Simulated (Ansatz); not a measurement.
**CH4AlNS: vertical ionisation energy**

An exercise on one series of results from a longer session: the logs are not shown, and one member is left open.

Computed with Ansatz 0.2.0, Gaussian basis. Level: unrestricted cation, the program's frozen cores in correlated methods.

Plan: UKS PBE-D4/def2-TZVPP; UKS r2SCAN-D4/def2-TZVPP; UKS PBE0-D4/def2-TZVPP; UKS B3LYP-D4/def2-TZVPP; UKS wB97X-V/def2-TZVPP; UKS wB97M-V/def2-TZVPP; UKS B2PLYP/def2-TZVPP; UHF-CCSD(T)/def2-TZVPP; UHF-MP2/def2-QZVPP; extrapolation to the limit; then −ε(HOMO) from the neutral's earlier runs with LDA (SPW92), PBE-D4, revPBE-D4, BLYP-D4, r2SCAN-D4, B97M-V, PBE0-D4, B3LYP-D4, r2SCANh-D4, r2SCAN0-D4, HSE06-D4, BHLYP-D4, CAM-B3LYP-D4, LC-ωPBE, ωB97X-V, ωB97M-V.

## The relaxed structure

The geometry comes from an earlier relaxation with PBE0-D4 in a triple-zeta def2 set; it is a stationary point, not always the lowest conformer.

SMILES `C1[NH][AlH][S]1`, 8 atoms, charge 0, spin multiplicity 1.

Atoms are counted from 1 here; the program's logs count them from 0.

Bond lengths: C1–N2 1.452 Å, C1–S4 1.854 Å, C1–H5 1.095 Å, C1–H6 1.095 Å, N2–Al3 1.765 Å, N2–H7 1.005 Å, Al3–S4 2.174 Å, Al3–H8 1.573 Å. Angles: N2–C1–S4 104.8°, N2–C1–H5 113.4°, N2–C1–H6 113.4°, S4–C1–H5 107.8°, S4–C1–H6 107.8°, H5–C1–H6 109.2°, C1–N2–Al3 98.1°, C1–N2–H7 116.9°, Al3–N2–H7 145.0°, N2–Al3–S4 83.1°, N2–Al3–H8 136.7°, S4–Al3–H8 140.2°, C1–S4–Al3 74.0°.

Set-up of the first run:

in.yaml reads:

```yaml
crystal:
  periodic: [false, false, false]
  atoms:
    - {symbol: C, position_ang: [-0.383955, 0.821905, -0.401474]}
    - {symbol: N, position_ang: [0.729221, 0.248037, 0.333689]}
    - {symbol: Al, position_ang: [0.161955, -1.422750, 0.377389]}
    - {symbol: S, position_ang: [-1.523219, -0.603991, -0.724755]}
    - {symbol: H, position_ang: [-0.095074, 1.244771, -1.368836]}
    - {symbol: H, position_ang: [-0.941203, 1.572350, 0.168052]}
    - {symbol: H, position_ang: [1.466305, 0.874530, 0.606017]}
    - {symbol: H, position_ang: [0.678172, -2.791852, 0.954016]}
basis:
  gaussian: {orbitals: def2-TZVPP}
total_charge: 1
magnetization: {spin_polarized: true, initial_magnetization: 1}
hamiltonian: {xc: pbe, dispersion: d4}
```

Among the steps run: Cation, UKS PBE-D4/def2-TZVPP; Cation, UKS r2SCAN-D4/def2-TZVPP; Cation, UKS PBE0-D4/def2-TZVPP; Cation, UKS B3LYP-D4/def2-TZVPP; Cation, UKS wB97X-V/def2-TZVPP; Cation, UKS wB97M-V/def2-TZVPP; Cation, UKS B2PLYP (frozen core)/def2-TZVPP; Cation, UHF-CCSD(T)/def2-TZVPP; Cation, UHF-MP2/def2-QZVPP.

One of the session's tables, all rows but one given; the rest of the session is left out.

It belongs to the step «Ionisation energies side by side». Orbital estimates, from the neutral's runs:

| functional | −ε(HOMO) (eV) |
| --- | --- |
| LDA (SPW92) | ? |
| PBE-D4 | 5.66 |
| revPBE-D4 | 5.60 |
| BLYP-D4 | 5.48 |
| r2SCAN-D4 | 5.92 |
| B97M-V | 5.99 |
| PBE0-D4 | 6.86 |
| B3LYP-D4 | 6.60 |
| r2SCANh-D4 | 6.37 |
| r2SCAN0-D4 | 7.03 |
| HSE06-D4 | 6.46 |
| BHLYP-D4 | 7.88 |
| CAM-B3LYP-D4 | 8.15 |
| LC-ωPBE | 9.56 |
| ωB97X-V | 9.19 |
| ωB97M-V | 9.03 |

Estimate the missing values for LDA (SPW92).

The run gave: −ε(HOMO) (eV): 5.81. In the column «−ε(HOMO) (eV)» it lies between PBE-D4 (5.66) and r2SCAN-D4 (5.92).
